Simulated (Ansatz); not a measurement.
MnS, space group F-43m, a relaxation driven by ASE

With the Python package of Ansatz (0.2.0).

The cells in order, each with its output:

```python
import warnings

import ansatz
from ase import Atoms
from ase.calculators.calculator import Calculator, all_changes
from ase.optimize import LBFGS
import numpy as np
```

```python
class DFT(Calculator):
    implemented_properties = ["energy", "free_energy", "forces"]

    def calculate(self, atoms=None, properties=("energy",), system_changes=all_changes):
        super().calculate(atoms, properties, system_changes)
        bare = self.atoms.copy()
        bare.set_constraint()
        bare.set_momenta(None)
        job = (
            ansatz.Crystal.from_ase(bare).calculation()
            .basis(16 * ansatz.Ha)
            .functional("pbesol")
            .kpoints(6, 6, 6)
            .pseudopotentials("paw")
            .spin("collinear")
            .occupations("fermi_dirac", width=0.1)
            .forces()
        )
        report = job.run(threads=1, pin="off").report
        self.results["energy"] = self.results["free_energy"] = report["lagrangian_ev"]
        self.results["forces"] = np.array(report["forces_ev_ang"])
```

```python
warnings.simplefilter("ignore")
atoms = Atoms(
    ["Mn", "S"],
    cell=[(0.0, 2.8, 2.8), (2.8, 0.0, 2.8), (2.8, 2.8, 0.0)],
    scaled_positions=[
        (0.0, 0.0, 0.0),
        (0.25, 0.25, 0.25),
    ],
    pbc=True,
)
atoms.set_initial_magnetic_moments([5.2, 0.0])
atoms.rattle(0.1, seed=7)
atoms.calc = DFT()
before = atoms.get_potential_energy(), atoms.get_volume()
optimiser = LBFGS(atoms, logfile=None)
```

```python
def tell():
    fmax = np.linalg.norm(atoms.get_forces(), axis=1).max()
    print(f"step {optimiser.nsteps:2d}  E = {atoms.get_potential_energy():.5f} eV  fmax = {fmax:.4f}  V = {atoms.get_volume():.3f} A^3")
```

```python
optimiser.attach(tell)
met = optimiser.run(fmax=0.02, steps=20)
print("threshold met:", bool(met), " energy gained:", round(before[0] - atoms.get_potential_energy(), 5), "eV")
print("cell lengths and angles:", np.round(atoms.cell.cellpar(), 3))
np.round(atoms.get_scaled_positions(), 4)
```

    step  0  E = -4754.28179 eV  fmax = 0.6574  V = 43.904 A^3
    step  1  E = -4754.29322 eV  fmax = 0.5601  V = 43.904 A^3
    step  2  E = -4754.32458 eV  fmax = 0.0621  V = 43.904 A^3
    step  3  E = -4754.32471 eV  fmax = 0.0500  V = 43.904 A^3
    step  4  E = -4754.32484 eV  fmax = 0.0354  V = 43.904 A^3
    step  5  E = -4754.32494 eV  fmax = 0.0164  V = 43.904 A^3
    threshold met: True  energy gained: 0.04315 eV
    cell lengths and angles: [ 3.96  3.96  3.96 60.   60.   60.  ]
    array([[0.9703, 0.0299, 0.0071],
           [0.2204, 0.2806, 0.2573]])

Notes:
- Absolute energies stand on the zero of these potentials, so only differences at equal settings mean something. A total without «per atom» is that of the cell as typed.
- The magnetic order follows from the starting moments and needn't be the lowest.
- The calculator gives ASE the free energy under both names; ASE's own meaning of energy is the limit of zero smearing.
- For a metal this k-point mesh is coarse: on a finer one energies can move by several to tens of meV an atom and pressures by half a GPa or more, differences at one mesh by less.
- With one magnetic atom the cell can hold only ferromagnetic order.
- Without a Hubbard U or exact exchange, semilocal functionals often make such 3d compounds metallic or too weakly gapped.
- The starting cell is as deposited in a crystallographic database; the results hold for this polymorph, which needn't be the stable one.
- Finished in 60 s on 1 thread of Intel(R) Xeon(R) 6975P-C (Granite Rapids), with other jobs on the host, peak memory 0.63 GiB.
